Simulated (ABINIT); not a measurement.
The system is Hf2Pt.

```xyz
3
Lattice="3.8432 0.0000 0.0000 0.0000 3.8432 0.0000 0.0000 0.0000 5.2129" Properties=species:S:1:pos:R:3 pbc="T T T"
Hf    1.9216    1.9216    0.0000
Hf    0.0000    0.0000    0.0000
Pt    0.0000    0.0000    2.6064
```

The cell was built by a generator and needn't be a form met in nature.

The cell isn't the ideal one: cell taken from the last step of an earlier PBE relaxation by this program, which needn't have reached its minimum.

Base run:

| Quantity | Value |
| --- | --- |
| Program | ABINIT 10.8.3 (patched build) |
| Functional | PBE |
| Potentials or basis | JTH PAW PBE v2.0 |
| Cutoff | 544 eV |
| k mesh | 8 × 8 × 6 |
| Occupations | fermi-dirac, width 0.05 eV |
| Spin | no spin polarisation |

Its results: band gap on the k mesh none (metal or under the smearing width); pressure -0.2 GPa.

The run is repeated on the same cell with these changes: functional from PBE to LDA; potentials or basis from JTH PAW PBE v2.0 to JTH PAW LDA v2.0. What comes out?

Band gap on the k mesh none (metal or under the smearing width); pressure -6.9 GPa.

Caveats: the atomic spheres overlap; spin-orbit coupling is left out, which moves the levels of the heavy elements (some runs).
